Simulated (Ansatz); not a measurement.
# NbHg3Sb4: the cost of one run

Computed with Ansatz 0.2.0 (DFT PBE, scalar-relativistic, plane waves, PAW, unless a step names another level, unless a step's input says otherwise).

9 further runs of the same task are left out: 4 that didn't finish, 5 set aside as unsound or not needed.

**1. The structure to begin with**

It takes space group P4/mmm (No. 123, tetragonal). The conventional cell has a = 8.290 Å, b = 8.290 Å, c = 3.532 Å, α = 90.00°, β = 90.00°, γ = 90.00°. Nb (site symmetry 4/mmm) has 8 Sb at 2.87 Å as nearest neighbours. Hg (site symmetry mmm) has 8 Sb at 3.49 Å and 2 Hg at 3.53 Å as nearest neighbours. Hg (site symmetry 4/mmm) has 2 Hg at 3.53 Å and 4 Sb at 3.60 Å as nearest neighbours. Around Sb (site symmetry m2m) lie 2 Nb at 2.87 Å and 2 Sb at 3.20 Å.

Coordinates:

```cif
data_structure
_symmetry_space_group_name_H-M 'P4/mmm'
_symmetry_Int_Tables_number 123
_cell_length_a 8.2897
_cell_length_b 8.2897
_cell_length_c 3.5324
_cell_angle_alpha 90.000
_cell_angle_beta 90.000
_cell_angle_gamma 90.000
_cell_volume 242.74
loop_
_atom_site_label
_atom_site_type_symbol
_atom_site_symmetry_multiplicity
_atom_site_Wyckoff_symbol
_atom_site_fract_x
_atom_site_fract_y
_atom_site_fract_z
_atom_site_occupancy
Nb1 Nb 1 a 0.00000 0.00000 0.00000 1
Hg1 Hg 2 f 0.00000 0.50000 0.00000 1
Hg2 Hg 1 d 0.50000 0.50000 0.50000 1
Sb1 Sb 4 k 0.80694 0.80694 0.50000 1
```

It came out lowest among 19 distinct ends of the trial cells. At a tolerance of 0.05 Å it has space group P4/mmm (No. 123).

**2. A stricter relaxation, on the response runs' mesh and smearing**

The input, input.yaml:

```yaml
crystal:
  lattice:
    - [8.289733977, 0.0, 0.0]
    - [0.0, 8.289733977, 0.0]
    - [0.0, 0.0, 3.5323696998]
  atoms:
    - { symbol: Nb, position: [0.0, 0.0, 0.0] }
    - { symbol: Hg, position: [0.0, 0.5, 0.0] }
    - { symbol: Hg, position: [0.5, 0.0, 0.0] }
    - { symbol: Hg, position: [0.5, 0.5, 0.5] }
    - { symbol: Sb, position: [0.8069380644, 0.8069380644, 0.5] }
    - { symbol: Sb, position: [0.1930619356, 0.1930619356, 0.5] }
    - { symbol: Sb, position: [0.1930619356, 0.8069380644, 0.5] }
    - { symbol: Sb, position: [0.8069380644, 0.1930619356, 0.5] }
basis:
  ecutwfc: 420
kpoints:
  mp_grid: { grid: [4, 4, 10] }
hamiltonian:
  xc: pbe
scf:
  occupations: { method: gaussian, width: 0.1 }
output:
  forces: true
  stress: true
  eigenvalues: true
  write_density: true
  write_potential: true
  elf: true
  volumetric_format: npy
relax:
  adjacent_minimum: "off"
  f_tol: 0.001
  max_steps: 60
  cell: { stress_tol: 0.01 }
```

Launch:

```console
ansatz run input.yaml --threads 3 --pin off --max-ram 7680MiB --backend cpu --events-out ev --progress --plain --runs-dir out
```

**Question.** How long does this run take on 3 threads of Arm Neoverse V1, shared host, and how much memory does it need?

About 78 s, with a peak of 0.98 GiB.
